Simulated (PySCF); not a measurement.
# H4O4Si: the cost of one run

The runs use PySCF 2.14.0; levels as typed in each script, gas phase, geometry from GFN2-xTB.

### Step 1. Where the work starts

SMILES `O[Si](O)(O)O`, 9 atoms, charge 0, spin multiplicity 1.

Bond lengths: O1–Si2 1.625 Å, O1–H6 0.952 Å, Si2–O3 1.625 Å, Si2–O4 1.625 Å, Si2–O5 1.625 Å, O3–H7 0.952 Å, O4–H8 0.952 Å, O5–H9 0.952 Å. Angles: Si2–O1–H6 118.4°, O1–Si2–O3 106.7°, O1–Si2–O4 106.7°, O1–Si2–O5 115.3°, O3–Si2–O4 115.2°, O3–Si2–O5 106.7°, O4–Si2–O5 106.6°, Si2–O3–H7 118.4°, Si2–O4–H8 118.4°, Si2–O5–H9 118.4°.

Coordinates:

```mol
H4O4Si
  3D, bonds by distance, orders not assigned

  9  8  0  0  0  0  0  0  0  0999 V2000
    1.2087    0.6497   -0.8701 O   0  0
    0.0002   -0.0001   -0.0003 Si  0  0
    0.6499   -1.2083    0.8699 O   0  0
   -0.6500    1.2084    0.8699 O   0  0
   -1.2088   -0.6496   -0.8701 O   0  0
    1.8242    0.0635   -1.2997 H   0  0
    0.0633   -1.8206    1.3036 H   0  0
   -0.0634    1.8206    1.3036 H   0  0
   -1.8243   -0.0634   -1.2997 H   0  0
  1  2  8  0
  2  3  8  0
  2  4  8  0
  2  5  8  0
  1  6  8  0
  3  7  8  0
  4  8  8  0
  5  9  8  0
M  END
```

### Step 2. Density, bond paths and surface potential (B3LYP/def2-svpd)

input.py

```python
import numpy as np
from pyscf import gto, scf, dft
from pyscf.scf import atom_ks, atom_hf
from scipy.linalg import block_diag

def solve(mol, dm0=None, hcore=None):
    mf = (dft.UKS if mol.spin else dft.RKS)(mol, xc='b3lyp')
    mf.grids.level = 3
    mf = mf.density_fit(auxbasis='def2-universal-jkfit')
    mf.conv_tol, mf.max_cycle = 1e-8, 80
    if hcore is not None:
        mf.get_hcore = lambda *args: hcore
    mf.kernel(dm0)
    if not mf.converged:
        mf = mf.newton().run(mf.mo_coeff, mf.mo_occ, max_cycle=30)
    assert mf.converged, 'SCF not converged'
    return mf

mol = gto.M(atom='''
O      1.20865     0.64969    -0.87007
Si     0.00018    -0.00006    -0.00033
O      0.64985    -1.20831     0.86987
O     -0.64998     1.20836     0.86987
O     -1.20879    -0.64964    -0.87007
H      1.82417     0.06347    -1.29966
H      0.06329    -1.82059     1.30359
H     -0.06343     1.82063     1.30359
H     -1.82430    -0.06343    -1.29966
''', basis='def2-svpd', charge=0, spin=0, verbose=4)
mf = solve(mol)
mf.analyze()
# spherically averaged free atoms, for the promolecule
atm = atom_ks.get_atm_nrks(mol, xc='b3lyp')
pro = block_diag(*[(atm[a[0]][2] * atm[a[0]][3]) @ atm[a[0]][2].T for a in mol._atom])
np.savez('result.npz', e=mf.e_tot, c=mf.mo_coeff, occ=mf.mo_occ, eps=mf.mo_energy, pro=pro, dip=mf.dip_moment(verbose=0), s2=mf.spin_square()[0])
```

Run with:

```
> OMP_NUM_THREADS=1 python input.py
```

**Question.** How long does this run take on 1 thread of Intel Xeon Platinum 8375C at 2.90GHz (Ice Lake), shared host, and how much memory does it need?

About 13 s, with a peak of 0.56 GiB.
